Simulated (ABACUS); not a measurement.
Runs of ABACUS 3.10.1 on HfIn4SiO6. It takes space group P312 (No. 149, trigonal). The conventional cell has a = 5.277 Å, b = 5.277 Å, c = 10.559 Å, α = 90.00°, β = 90.00°, γ = 120.00°. Hf (site symmetry 32) is surrounded by 6 O at 2.10 Å. In (site symmetry 3) is surrounded by 3 O at 2.62 Å. Around In (site symmetry 3) lie 3 O at 2.32 Å. Si (site symmetry 32) is surrounded by 6 O at 1.83 Å. O (site symmetry 1) has 1 Si at 1.83 Å and 1 Hf at 2.10 Å as nearest neighbours. The cell was built by a generator and needn't be a form met in nature.

| task | level | potentials or basis | spin | k mesh | cutoff (eV) | SCF threshold on the density | eigensolver | mixing share | symmetry key | path | mesh quality | gap on the mesh (eV) | pressure (GPa) | V0 of scaled cells (Å³/atom) | B0 (GPa) | largest force (eV/Å) |
| --- | --- | --- | --- | --- | --- | --- | --- | --- | --- | --- | --- | --- | --- | --- | --- | --- |
| equation of state | WC | SG15 ONCV 1.2 PBE, DZP LCAO (the cutoffs set its grid) | off | 4 × 4 × 2 | 1361 | 1e-07 | genelpa | 0.7 | 1 | - | not flagged | - | - | 21.01 | 85 | - |
| single point | PBE | PseudoDojo NC FR 0.4 PBE stringent, DZP LCAO (the cutoffs set its grid) | SOC, no magnetisation | 4 × 4 × 2 | 1796 | 1e-07 | genelpa | 0.4 | 0 | - | not flagged | 0.36 | 1.1 | - | - | 0.16 |
| equation of state | PBE | SG15 ONCV 1.2 PBE, DZP LCAO (the cutoffs set its grid) | off | 4 × 4 × 2 | 1361 | 1e-07 | genelpa | 0.7 | 1 | - | not flagged | - | - | (c) | (b) | - |
| single point | r2SCAN | SG15 ONCV 1.2 PBE, plane waves | off | 3 × 3 × 2 | 1320 | 1e-08 | dav | 0.7 | 1 | - | coarse | 0.40 | (a) | - | - | 0.36 |

Alike in all rows: cell as given; smearing fermi-dirac 0.05 eV.

Fill in the values left out.

(a) -3.7; (b) 79; (c) 21.67.

Caveats: some runs use coarse meshes; the atomic orbitals were generated for these runs and aren't a published set (some runs); the basis of atomic orbitals isn't converged, which shifts pressures, moduli and gaps (some runs); the cell was scaled at fixed shape and fractional positions, which overstates the stiffness of a crystal with free parameters, most of all of layers and chains (some runs); the potentials were made for another functional, which shifts forces and pressure (some runs); spin-orbit coupling is left out, which moves the levels of the heavy elements (some runs); an odd mesh through Γ misses points on the zone boundary, where band edges often lie (some runs).

A k mesh can miss the band edges, and rows without SOC leave out spin-orbit coupling on Hf, In.

The runs don't all hold the same shells in valence.
